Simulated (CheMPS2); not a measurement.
# BCl3 (boron trichloride) at DMRG/ANO-RCC-MB, part 2 of 2

CheMPS2 1.8.12. Earlier steps stand in the parts before.

**3. The distorted shape: the energy at DMRG/ANO-RCC-MB**

Input file integrals.py:

```python
from pyscf import ao2mo, cc, dft, gto, mcscf, mp, scf
from pyscf.tools import fcidump

mol = gto.M(atom="mol.xyz", basis="ano-rcc-mb", verbose=3)
print("basis functions          = %d" % (mol.nao))
mf = scf.RHF(mol)
mf.conv_tol = 1e-10
mf.max_cycle = 200
mf.kernel()
if not mf.converged:
    mf = mf.newton().run(mf.mo_coeff, mf.mo_occ)
print(f"reference energy         = {mf.e_tot:.10f}")
# single-reference ladder for comparison
ref = mf
pt = mp.MP2(ref, frozen=16).run()
mycc = cc.CCSD(ref, frozen=16)
mycc.max_cycle = 150
mycc.kernel()
print(f"E(MP2)                   = {pt.e_tot:.10f}")
if mycc.converged:
    print("E(CCSD)                  = %.10f" % (mycc.e_tot))
    print("CCSD(T) total energy     = %.10f" % (mycc.e_tot + mycc.ccsd_t()))
    print(f"T1                       = {mycc.get_t1_diagnostic():.4f}")
# a few density functionals on the same geometry and basis
ks = dft.RKS(mol, xc="tpss").set(conv_tol=1e-9, verbose=3).run()
if ks.converged:
    print(f"E(TPSS)                  = {ks.e_tot:.8f}")
ks = dft.RKS(mol, xc="m06l").set(conv_tol=1e-9, verbose=3).run()
if ks.converged:
    print(f"E(M06-L)                 = {ks.e_tot:.8f}")
ks = dft.RKS(mol, xc="pbe0").set(conv_tol=1e-9, verbose=3).run()
if ks.converged:
    print("E(PBE0)                  = %.8f" % (ks.e_tot))
ks = dft.RKS(mol, xc="hse06").set(conv_tol=1e-9, verbose=3).run()
if ks.converged:
    print("E(HSE06)                 = %.8f" % (ks.e_tot))
# rotate to MP2 natural orbitals
occ_no, mo = mcscf.addons.make_natural_orbitals(mp.MP2(mf, frozen=16).run())
mf.mo_coeff = mo
# FCIDUMP for the DMRG program
cas = mcscf.CASCI(mf, 16, 24)
h1, ecore = cas.get_h1eff()
fcidump.from_integrals("FCIDUMP", h1, cas.get_h2eff(), 16, 24, nuc=ecore, ms=0)
```

Input file dmrg.input:

```
FCIDUMP = FCIDUMP
GROUP = 0
MULTIPLICITY = 1
NELECTRONS = 24
IRREP = 0
EXCITATION = 0
SWEEP_STATES = 25, 50, 100, 200, 200
SWEEP_ENERGY_CONV = 1e-04, 1e-04, 1e-04, 1e-04, 1e-06
SWEEP_MAX_SWEEPS = 3, 4, 4, 2, 6
SWEEP_NOISE_PREFAC = 0.5, 0.05, 0.05, 0.005, 0.0
SWEEP_DVDSON_RTOL = 3e-04, 3e-04, 3e-04, 3e-04, 3e-05
NOCC = 0
NACT = 16
NVIR = 0
MOLCAS_FIEDLER = FALSE
PRINT_CORR = TRUE
TMP_FOLDER = .
```

The run is started by

```
$ python integrals.py && chemps2 --file=dmrg.input
```

Standard output:

```text
$ python integrals.py
basis functions          = 32
converged SCF energy = -1401.76508137003
reference energy         = -1401.7650813700
E(RMP2) = -1401.88261343102  E_corr = -0.117532060986069
E(SCS-RMP2) = -1401.8933574985  E_corr = -0.128276128466228
E(CCSD) = -1401.93356548704  E_corr = -0.1684841170057003
E(MP2)                   = -1401.8826134310
E(CCSD)                  = -1401.9335654870
CCSD(T) correction = -0.011793019825197
CCSD(T) total energy     = -1401.9453585069
T1                       = 0.0540
SCF not converged.
SCF energy = -1403.72358073759
SCF not converged.
SCF energy = -1403.96691944709
converged SCF energy = -1403.6305476966
E(PBE0)                  = -1403.63054770
converged SCF energy = -1403.69226127871
E(HSE06)                 = -1403.69226128
E(RMP2) = -1401.88261343102  E_corr = -0.117532060986069
E(SCS-RMP2) = -1401.8933574985  E_corr = -0.128276128466228

$ chemps2 --file=dmrg.input

Running chemps2 version 1.8.12 () with the following options:

   FCIDUMP            = FCIDUMP
   GROUP              = c1
   MULTIPLICITY       = 1
   NELECTRONS         = 24
   IRREP              = A
   EXCITATION         = 0
   SWEEP_STATES       = [ 25 ; 50 ; 100 ; 200 ; 200 ]
   SWEEP_ENERGY_CONV  = [ 0.0001 ; 0.0001 ; 0.0001 ; 0.0001 ; 1e-06 ]
   SWEEP_MAX_SWEEPS   = [ 3 ; 4 ; 4 ; 2 ; 6 ]
   SWEEP_NOISE_PREFAC = [ 0.5 ; 0.05 ; 0.05 ; 0.005 ; 0 ]
   SWEEP_DVDSON_RTOL  = [ 0.0003 ; 0.0003 ; 0.0003 ; 0.0003 ; 3e-05 ]
   NOCC               = [ 0 ]
   NACT               = [ 16 ]
   NVIR               = [ 0 ]
   MOLCAS_2RDM        =
   MOLCAS_3RDM        =
   MOLCAS_F4RDM       =
   MOLCAS_FOCK        =
   MOLCAS_FIEDLER     = FALSE
   MOLCAS_MPS         = FALSE
   MOLCAS_STATE_AVG   = FALSE
   PRINT_CORR         = TRUE
   TMP_FOLDER         = .

CheMPS2::Hamiltonian : Reading FCIDUMP file FCIDUMP
CheMPS2::Hamiltonian : Finished reading FCIDUMP file FCIDUMP

   CheMPS2: a spin-adapted implementation of DMRG for ab initio quantum chemistry

   Stats: nIt(DAVIDSON) = 16
Energy at sites (14, 15) is -1400.4748749421
   Stats: nIt(DAVIDSON) = 18
Energy at sites (13, 14) is -1401.10190556781
   Stats: nIt(DAVIDSON) = 15
Energy at sites (12, 13) is -1401.78424199284
   Stats: nIt(DAVIDSON) = 9
Energy at sites (11, 12) is -1401.90228489275
   Stats: nIt(DAVIDSON) = 5
Energy at sites (10, 11) is -1401.89749217011
   Stats: nIt(DAVIDSON) = 4
Energy at sites (9, 10) is -1401.900966282
   Stats: nIt(DAVIDSON) = 4
Energy at sites (8, 9) is -1401.900336119
   Stats: nIt(DAVIDSON) = 4
Energy at sites (7, 8) is -1401.90109731558
   Stats: nIt(DAVIDSON) = 3
Energy at sites (6, 7) is -1401.90176405894
   Stats: nIt(DAVIDSON) = 3
Energy at sites (5, 6) is -1401.90133335784
   Stats: nIt(DAVIDSON) = 3
Energy at sites (4, 5) is -1401.90137317618
   Stats: nIt(DAVIDSON) = 3
Energy at sites (3, 4) is -1401.90174623657
   Stats: nIt(DAVIDSON) = 3
Energy at sites (2, 3) is -1401.90180261458
   Stats: nIt(DAVIDSON) = 1
Energy at sites (1, 2) is -1401.90180261458
******************************************************************
***  Information on left sweep 0 of instruction 0:
***     Elapsed wall time        = 1.770664 seconds
***     Minimum energy           = -1401.90228489275
***     Maximum discarded weight = 0
******************************************************************
   Stats: nIt(DAVIDSON) = 1
Energy at sites (0, 1) is -1401.90180261458
   Stats: nIt(DAVIDSON) = 1
Energy at sites (1, 2) is -1401.90180261458
   Stats: nIt(DAVIDSON) = 1
Energy at sites (2, 3) is -1401.90180261458
   Stats: nIt(DAVIDSON) = 2
Energy at sites (3, 4) is -1401.90180437249
   Stats: nIt(DAVIDSON) = 2
Energy at sites (4, 5) is -1401.90180558191
   Stats: nIt(DAVIDSON) = 2
Energy at sites (5, 6) is -1401.90180757127
   Stats: nIt(DAVIDSON) = 4
Energy at sites (6, 7) is -1401.90229613243
   Stats: nIt(DAVIDSON) = 3
Energy at sites (7, 8) is -1401.90238358801
   Stats: nIt(DAVIDSON) = 4
Energy at sites (8, 9) is -1401.90296980184
   Stats: nIt(DAVIDSON) = 5
Energy at sites (9, 10) is -1401.9076596934
   Stats: nIt(DAVIDSON) = 6
Energy at sites (10, 11) is -1401.91084977934
   Stats: nIt(DAVIDSON) = 7
Energy at sites (11, 12) is -1401.93028891313
   Stats: nIt(DAVIDSON) = 6
Energy at sites (12, 13) is -1401.92505412613
   Stats: nIt(DAVIDSON) = 1
Energy at sites (13, 14) is -1401.92505407524
******************************************************************
***  Information on right sweep 0 of instruction 0:
[... 1 line left out ...]
***     Minimum energy           = -1401.93028891313
***     Maximum discarded weight = 0.00419074971619563
[... 6 lines left out ...]
***     Minimum energy           = -1401.93220046746
***     Maximum discarded weight = 0.0055909777133791
[... 5 lines left out ...]
***     Minimum energy           = -1401.93499154258
***     Maximum discarded weight = 0.00599389289550288
[... 6 lines left out ...]
***     Minimum energy           = -1401.93455849429
***     Maximum discarded weight = 0.00517238405463715
[... 5 lines left out ...]
***     Minimum energy           = -1401.9347813524
***     Maximum discarded weight = 0.00548657035870089
[... 7 lines left out ...]
***     Maximum discarded weight during the last sweep     = 0.00548657035870089
[... 5 lines left out ...]
***     Minimum energy           = -1401.93933599015
***     Maximum discarded weight = 2.89522115325472e-05
[... 5 lines left out ...]
***     Minimum energy           = -1401.94035086672
***     Maximum discarded weight = 0.00024636062090232
[... 6 lines left out ...]
***     Minimum energy           = -1401.94035449459
***     Maximum discarded weight = 0.000247764027774677
[... 5 lines left out ...]
***     Minimum energy           = -1401.9405025378
***     Maximum discarded weight = 0.0002717828466236
[... 7 lines left out ...]
***     Maximum discarded weight during the last sweep     = 0.0002717828466236
[... 5 lines left out ...]
***     Minimum energy           = -1401.94178267662
***     Maximum discarded weight = 1.08617104946373e-05
[... 5 lines left out ...]
***     Minimum energy           = -1401.94199862826
***     Maximum discarded weight = 6.24109356074279e-05
[... 6 lines left out ...]
***     Minimum energy           = -1401.94206936788
***     Maximum discarded weight = 6.27073779957039e-05
[... 5 lines left out ...]
***     Minimum energy           = -1401.94210554859
***     Maximum discarded weight = 6.72055024006656e-05
[... 7 lines left out ...]
***     Maximum discarded weight during the last sweep     = 6.72055024006656e-05
[... 5 lines left out ...]
***     Minimum energy           = -1401.94231734398
***     Maximum discarded weight = 1.49121785443394e-06
[... 5 lines left out ...]
***     Minimum energy           = -1401.94234116224
***     Maximum discarded weight = 4.2858938869218e-06
[... 6 lines left out ...]
***     Minimum energy           = -1401.94235140234
***     Maximum discarded weight = 4.33655783536088e-06
[... 5 lines left out ...]
***     Minimum energy           = -1401.94235287044
***     Maximum discarded weight = 4.61725743869938e-06
[... 7 lines left out ...]
***     Maximum discarded weight during the last sweep     = 4.61725743869938e-06
[... 5 lines left out ...]
***     Minimum energy           = -1401.94235288722
***     Maximum discarded weight = 4.63018470086731e-06
[... 5 lines left out ...]
***     Minimum energy           = -1401.94235299415
***     Maximum discarded weight = 4.63483779458869e-06
[... 6 lines left out ...]
***     Minimum energy encountered during the last sweep   = -1401.94235299415
***     Maximum discarded weight during the last sweep     = 4.63483779458869e-06
******************************************************************
********************************************
***  2-RDM and Correlations calculation  ***
********************************************
   N(N-1)                     = 552
   Double trace of DMRG 2-RDM = 552
   Econst + 0.5 * trace(2DM-A * Ham) = -1401.94234099511
   NOON of irrep A = [ 1.99996623739421 , 1.99991027707064 , 1.99980041404885 , 1.99931194918804 , 1.99911210196305 , 1.99501949179448 , 1.9939110730372 , 1.98758059524963 , 1.97910985983596 , 1.97892944765617 , 1.97664132206501 , 1.25632182903638 , 0.747137163372797 , 0.0403397516159145 , 0.0263621413211224 , 0.0205463453505284 ].
   Single-orbital entropies (Hamiltonian index order is used!) = [ 0.0032496243925834 , 0.00381929278957603 , 0.00367456265774763 , 0.00738323471545448 , 0.0039768810611295 , 0.0376362754147433 , 0.0507275032408267 , 0.0705481493111089 , 0.120191680782592 , 0.12430644385267 , 0.1211249661395 , 0.967167618596219 , 0.97250221242403 , 0.187674760081917 , 0.13075466091474 , 0.11292351156351 ].
   Idistance(0) = 2.53415028271315
   Idistance(1) = 5.32469480211511
   Idistance(2) = 22.1099989824485
***************************************************
***  Timing information 2-RDM and Correlations  ***
***************************************************
***     Elapsed wall time        = 2.53926 seconds
***************************************************
--------------------------------------------------------
Spin correlation function = 4 * ( < S_i^z S_j^z > - < S_i^z > * < S_j^z > )
Hamiltonian index order is used!

   Columns 1 to 8

    0.000287   -0.000073   -0.000000   -0.000103   -0.000006   -0.000005   -0.000004   -0.000010
   -0.000073    0.000352   -0.000000   -0.000106   -0.000007   -0.000006   -0.000006   -0.000018
   -0.000000   -0.000000    0.000370   -0.000000   -0.000000   -0.000000   -0.000002   -0.000001
[... 12 lines of this table left out ...]
   -0.000006   -0.000039    0.000003   -0.000168   -0.000013    0.000022    0.000117   -0.000090

   Columns 9 to 16

   -0.000010   -0.000006   -0.000012   -0.000013   -0.000018   -0.000024    0.000002   -0.000006
   -0.000016   -0.000005   -0.000026   -0.000046    0.000002   -0.000013    0.000007   -0.000039
   -0.000017   -0.000011   -0.000004    0.000031   -0.000034   -0.000337    0.000002    0.000003
[... 12 lines of this table left out ...]
    0.000876   -0.000385   -0.007716   -0.002201   -0.002495   -0.001160   -0.002959    0.016215

--------------------------------------------------------
Spin-flip correlation function = < S_i^+ S_j^- > + < S_i^- S_j^+ >
Hamiltonian index order is used!

   Columns 1 to 8

    0.000287   -0.000073   -0.000000   -0.000103   -0.000006   -0.000005   -0.000004   -0.000010
   -0.000073    0.000352   -0.000000   -0.000106   -0.000007   -0.000006   -0.000006   -0.000018
   -0.000000   -0.000000    0.000370   -0.000000   -0.000000   -0.000000   -0.000002   -0.000001
[... 12 lines of this table left out ...]
   -0.000006   -0.000039    0.000003   -0.000168   -0.000013    0.000022    0.000117   -0.000090

   Columns 9 to 16

   -0.000010   -0.000006   -0.000012   -0.000013   -0.000018   -0.000024    0.000002   -0.000006
   -0.000016   -0.000005   -0.000026   -0.000046    0.000002   -0.000013    0.000007   -0.000039
   -0.000017   -0.000011   -0.000004    0.000031   -0.000034   -0.000337    0.000002    0.000003
[... 12 lines of this table left out ...]
    0.000876   -0.000385   -0.007716   -0.002201   -0.002495   -0.001160   -0.002959    0.016215

--------------------------------------------------------
Density correlation function = < n_i n_j > - < n_i > * < n_j >
Hamiltonian index order is used!

   Columns 1 to 8

    0.000438    0.000072    0.000000    0.000103    0.000006    0.000009    0.000007    0.000029
    0.000072    0.000503    0.000000    0.000106    0.000007    0.000007    0.000008    0.000030
    0.000000    0.000000    0.000409    0.000000    0.000000   -0.000001    0.000008   -0.000003
[... 12 lines of this table left out ...]
   -0.000273   -0.000347   -0.000015   -0.000764   -0.000069   -0.001388   -0.001913   -0.003042

   Columns 9 to 16

    0.000013    0.000012    0.000019   -0.000016   -0.000043   -0.000088   -0.000289   -0.000273
    0.000019    0.000015    0.000032    0.000004   -0.000071   -0.000090   -0.000294   -0.000347
    0.000008    0.000020    0.000014    0.000187   -0.000245   -0.000369   -0.000015   -0.000015
[... 12 lines of this table left out ...]
   -0.004650   -0.007558   -0.018983   -0.001198    0.001194    0.007230    0.005130    0.026644

--------------------------------------------------------
Singlet diradical correlation function = < d_i,up d_j,down > + < d_i,down d_j,up > - < d_i,up > * < d_j,down > - < d_i,down > * < d_j,up >
Hamiltonian index order is used!

   Columns 1 to 8

   -0.000000    0.000072    0.000000    0.000103    0.000006    0.000007    0.000005    0.000020
    0.000072   -0.000000    0.000000    0.000106    0.000007    0.000007    0.000007    0.000024
    0.000000    0.000000   -0.000000    0.000000    0.000000   -0.000000    0.000005   -0.000000
[... 12 lines of this table left out ...]
    0.000080    0.000121    0.000006    0.000326    0.000029    0.000605    0.000774    0.001436

   Columns 9 to 16

    0.000012    0.000009    0.000016    0.000022    0.000026    0.000033    0.000067    0.000080
    0.000018    0.000011    0.000029    0.000050    0.000027    0.000030    0.000066    0.000121
    0.000014    0.000015    0.000009    0.000050    0.000089    0.000339    0.000006    0.000006
[... 12 lines of this table left out ...]
    0.001716    0.002774    0.009637    0.002731    0.002485    0.003912    0.003929   -0.000131

--------------------------------------------------------
Two-orbital mutual information = 0.5 * ( s1(i) + s1(j) - s2(i,j) ) * ( 1 - delta(i,j) )
Hamiltonian index order is used!

   Columns 1 to 8

    0           0.000436    0.000001    0.000398    0.000016    0.000054    0.000028    0.000045
    0.000436    0           0.000001    0.000399    0.000017    0.000050    0.000029    0.000047
    0.000001    0.000001    0           0.000000    0.000009    0.000000    0.000004    0.000001
[... 12 lines of this table left out ...]
    0.000399    0.000592    0.000006    0.001302    0.000047    0.001562    0.001970    0.003535

   Columns 9 to 16

    0.000032    0.000082    0.000117    0.000028    0.000032    0.000074    0.000386    0.000399
    0.000036    0.000082    0.000217    0.000049    0.000038    0.000067    0.000368    0.000592
    0.000193    0.000012    0.000006    0.000175    0.000205    0.001396    0.000005    0.000006
[... 12 lines of this table left out ...]
    0.005179    0.009145    0.038101    0.002012    0.001809    0.008587    0.007575    0

--------------------------------------------------------
```

Run time: 2.3 min. Hardware: 1 thread of Arm Neoverse V1, shared host; peak memory 0.25 GiB.

**4. Results**

The summary covers parts 1 to 2.

Level: DMRG/ANO-RCC-MB, 16 core orbitals frozen.

| quantity | value |
| --- | --- |
| run 1, DMRG/ANO-RCC-MB: total energy | -1402.02910 Eh |
| run 1, DMRG/ANO-RCC-MB: T1 diagnostic of the CCSD step | 0.011 |
| distorted shape: total energy | -1401.94235 Eh |
| distorted shape: T1 diagnostic of the CCSD step | 0.054 |
| energy change with the Cl1–B2 bond stretched from 1.723 to 3.791 Å | 2.360 eV |

What this shows: With the Cl1–B2 bond stretched from 1.723 to 3.791 Å the energy rises by 2.36 eV (54 kcal/mol). The first shape isn't relaxed at this level, so the change isn't measured from a minimum. The minimal basis adds a large error of its own. The basis (run 1, DMRG/ANO-RCC-MB) was made for a relativistic Hamiltonian, but the run is non-relativistic. The T1 diagnostic (distorted shape) of 0.054 is above the customary mark for such species, so a single reference may not serve. The basis (distorted shape) was made for a relativistic Hamiltonian, but the run is non-relativistic.
